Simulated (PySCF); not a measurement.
OGaClBrH, in a box:

```
O Ga Cl Br H
1.0
    13.00000    0.00000    0.00000
     0.00000   13.00000    0.00000
     0.00000    0.00000   12.00000
O Ga Cl Br H
1 1 1 1 1
Direct
  0.53377 0.59900 0.54135
  0.51490 0.46611 0.51865
  0.61658 0.36217 0.59713
  0.38542 0.40854 0.40853
  0.48443 0.64106 0.50288
```

Base run:

- Program: PySCF 2.14.0
- Functional: revTPSS
- Potentials or basis: 6-31g* (all-electron)
- k mesh: 1 × 1 × 1
- Occupations: fixed
- Spin: no spin polarisation

Its results: gap between the frontier levels 5.15 eV.

The run is repeated on the same cell with these changes: functional from revTPSS to PBE. What comes out?

Gap between the frontier levels 4.83 eV.

revTPSS gives the wider gap, since meta-GGAs in the generalised Kohn-Sham scheme recover part of the derivative discontinuity.

Caveats: this is a molecule in a periodic box at the Γ point, so its band gap is the HOMO-LUMO gap; relativity is left out, which matters for the heavier elements; the basis of atomic orbitals isn't converged, which shifts pressures, moduli and gaps.

A k mesh can miss the band edges.

Not every run made on this cell is shown here.
